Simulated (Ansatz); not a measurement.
## Ta3AsAu2O13 in Ansatz: the effect of pseudo set

Crystal: Ta3AsAu2O13.

```xyz
19
Lattice="5.4520 0.0000 0.0000 -2.7260 4.7216 0.0000 0.0000 0.0000 9.5790" Properties=species:S:1:pos:R:3 pbc="T T T"
Ta    0.0000    0.0000    1.8591
Ta    0.0000    0.0000    7.7199
Ta    2.7260    1.5739    0.0000
As    0.0000    0.0000    4.7895
Au    0.0000    3.1478    2.6273
Au    0.0000    3.1478    6.9517
O     0.0000    0.0000    0.0000
O    -1.3422    4.5861    3.4870
O    -0.5745    1.2662    3.4870
O     1.9167    3.5909    3.4870
O    -1.3422    4.5861    6.0921
O    -0.5745    1.2662    6.0921
O     1.9167    3.5909    6.0921
O     1.1852    1.5782    8.2230
O     3.4927    0.2373    8.2230
O     3.5002    2.9061    8.2230
O     1.1852    1.5782    1.3560
O     3.4927    0.2373    1.3560
O     3.5002    2.9061    1.3560
```

The cell was built by a generator and needn't be a form met in nature.

Alike in all runs:

```yaml
Program: Ansatz 0.2.0
Task: single point
Functional: PBE
k_mesh: 6 × 6 × 3
Occupations: fermi-dirac, width 0.05 eV
Spin: no spin polarisation
```

| pseudo set | cutoff | pressure (GPa) | largest force (eV/Å) |
| --- | --- | --- | --- |
| JTH PAW | 1380 eV (not typed: the program's choice for these potentials) | 0.2 | 0.34 |
| Ansatz NC | 1240 eV (not typed: the program's choice for these potentials) | ? | ? |
| Ansatz PAW accurate | 900 eV | 0.0 | 0.21 |
| SPMS NC | 1034 eV (not typed: the program's choice for these potentials) | -0.6 | 0.18 |

Q: What does the run with pseudo set Ansatz NC give?

A: Pressure 0.0 GPa; largest force 0.23 eV/Å.

The runs don't all hold the same shells in valence.
